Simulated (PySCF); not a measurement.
# The bond of LiPb, level by level

Aim: find the lowest electronic state of LiPb, scan its bond at several levels of theory, and get bond length, wavenumber and dissociation energy from each curve.

Program: PySCF 2.14.0. Level of theory: Li aug-cc-pVDZ, Pb aug-cc-pVDZ-PP with ECP60, scalar-relativistic core potentials. These are calculated values, not measurements.

### 1 Set-up

Settings of the job:

```yaml
atoms: Li, Pb
charge: 0
basis: Li aug-cc-pVDZ, Pb aug-cc-pVDZ-PP with ECP60
Hamiltonian: scalar-relativistic core potentials
basis_functions: 55
electrons_treated: 25
masses_in_u: 7.0160, 207.9766
levels: PBE0, PBE, r²SCAN, BP86, B3LYP, r²SCANh, HSE06, HF, MP2, SCS-MP2, CCSD, CCSD(T)
grid: 80 radial by 434 angular points
occupations: held fixed by the projection of orbital angular momentum
dissociation_limit: Li + Pb, each in its ground configuration
starting_distance_in_angstrom: 2.680
values_of_2S_to_try: 1, 3
```

Command:

```console
$ OMP_NUM_THREADS=1 python dia.py task.json out
```

The runs that follow: The PBE0 curve of the state that the search chose; Higher solutions at PBE0; PBE; r²SCAN (meta-GGA); BP86; B3LYP (global hybrid GGA); r²SCANh; HSE06 (range-separated hybrid); UHF; Adding correlation.

What does the calculation give? Wanted: for each run, Re; ωe; De; μ.

**Answer**, as computed:

Lowest PBE0 solution found, without spin–orbit coupling: ⁴Σ⁻ (quartet), unpaired electrons σ ↑, π ↑↑. State 2 has its PBE0 minimum 0.28 eV higher. State 3 has its PBE0 minimum 0.53 eV higher, as a spin-mixed determinant (⟨S²⟩ = 1.76), so this is no gap between pure states. State 4 has its PBE0 minimum 0.57 eV higher, as a spin-mixed determinant (⟨S²⟩ = 1.76), so this is no gap between pure states. The other levels ran on the lowest alone.

```
      level  Re (Å)  ωe (cm⁻¹)  De (eV)  μ (D)
        UHF   2.681        330     0.93  -6.20
    UHF-MP2   2.649        342     1.37    n/a
UHF-SCS-MP2   2.643        341     1.22    n/a
   UHF-CCSD   2.655        337     1.34    n/a
UHF-CCSD(T)   2.656        337     1.37    n/a
        PBE   2.663        326     1.36  -4.86
       BP86   2.673        324     1.38  -5.12
     r²SCAN   2.649        337     1.52  -5.49
    r²SCANh   2.643        340     1.52  -5.60
      B3LYP   2.652        330     1.22  -5.20
       PBE0   2.643        338     1.34  -5.30
      HSE06   2.650        334     1.35  -5.27
```

De is counted to Li + Pb in their ground configurations. A positive dipole means Li(−)Pb(+).

Differences from CCSD(T) in the same basis:

```
      level  Re (mÅ)  ωe (%)
        UHF      +25    -2.2
    UHF-MP2       -7    +1.5
UHF-SCS-MP2      -13    +1.2
   UHF-CCSD       -1    -0.1
        PBE       +7    -3.1
       BP86      +16    -4.0
     r²SCAN       -8    +0.1
    r²SCANh      -13    +0.9
      B3LYP       -5    -2.2
       PBE0      -13    +0.2
      HSE06       -6    -0.8
```

Judged by CCSD(T) in the same basis: best bond length UHF-CCSD (-1 mÅ), worst UHF (+25 mÅ); best wavenumber UHF-CCSD and r²SCAN (0.1 % off), worst BP86 (-4.0 %). CCSD(T) in a basis this small is itself some way from its limit, more so than the functionals. Among the levels with a De in the table, it runs from 0.93 eV (UHF) to 1.52 eV (r²SCAN).

Correlated steps freeze 4 core orbitals. Spin–orbit coupling is left out, which matters for elements this heavy, above all for dissociation energies. With spin–orbit coupling the term label itself may not hold.
